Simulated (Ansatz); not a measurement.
Crystal: HPbNO4.

```
H Pb N O
1.0
     4.92453    0.00000    0.00000
     0.00000    5.59720    0.00000
     0.00000    0.00000    7.24347
H Pb N O
2 2 2 8
Direct
  0.00000 0.50000 0.19317
  0.50000 0.00000 0.80683
  0.50000 0.50000 0.95257
  0.00000 0.00000 0.04743
  0.00000 0.00000 0.63654
  0.50000 0.50000 0.36346
  0.00000 0.50000 0.05860
  0.50000 0.00000 0.94140
  0.00000 0.19569 0.72995
  0.00000 0.80431 0.72995
  0.00000 0.00000 0.46750
  0.50000 0.69569 0.27005
  0.50000 0.30431 0.27005
  0.50000 0.50000 0.53250
```

The cell was built by a generator and needn't be a form met in nature.

```yaml
Program: Ansatz 0.2.0
Task: single point
Functional: PBE
Potentials_or_basis: Ansatz PAW
Cutoff: "420 eV (not typed: the program's choice for these potentials)"
k_mesh: 6 × 5 × 4
Occupations: fermi-dirac, width 0.05 eV
Spin: no spin polarisation
```

On this cell: pressure 0.0 GPa; largest force 0.005 eV/Å; band gap on the k mesh 2.87 eV, indirect (least direct gap 2.98 eV).

The same run follows on a disturbed copy (atoms moved at random, drawn with an rms of 0.05 Å):

```
H Pb N O
1.0
     4.92453    0.00000    0.00000
     0.00000    5.59720    0.00000
     0.00000    0.00000    7.24347
H Pb N O
2 2 2 8
Direct
  0.98800 0.49312 0.19716
  0.49597 0.99291 0.80987
  0.50953 0.50392 0.95284
  0.00273 0.99445 0.04477
  0.98936 0.99029 0.63622
  0.50277 0.50749 0.36308
  0.98904 0.49702 0.05672
  0.49751 0.00261 0.93695
  0.99498 0.19918 0.73060
  0.99439 0.80755 0.73312
  0.98256 0.99405 0.46564
  0.50048 0.69700 0.26671
  0.49868 0.31595 0.27062
  0.49776 0.49949 0.52753
```

Problem. What does the disturbed cell give?

Solution. The energy moves by +25.7 meV/atom; pressure 1.9 GPa; largest force 3.395 eV/Å; band gap on the k mesh 2.79 eV, indirect (least direct gap 2.89 eV).

Forces on the atoms (eV/Å):
```
H    0.006  0.059 -1.737
H   -0.035 -0.011 -2.937
Pb  -0.066 -0.272 -0.045
Pb   0.035  0.350  0.125
N    0.122  3.353 -0.519
N   -0.484 -0.518 -1.435
O    0.118  0.005  1.752
O    0.026  0.026  3.004
O   -0.073 -1.505 -0.771
O   -0.023 -1.664  0.202
O    0.010 -0.388  0.920
O    0.118  1.462  0.031
O    0.122 -1.592 -0.976
O    0.122  0.697  2.386
```

Stress tensor (GPa, compression positive):
```
 0.25 -0.03 -0.10
-0.03  2.59  0.03
-0.10  0.03  2.84
```

Caveats: odd divisions of the mesh miss points on the zone boundary, where band edges often lie, so the gap on the mesh can be too wide; spin-orbit coupling is left out, which as a rule narrows the gap of such compounds by several tenths of an eV.

A k mesh can miss the band edges.
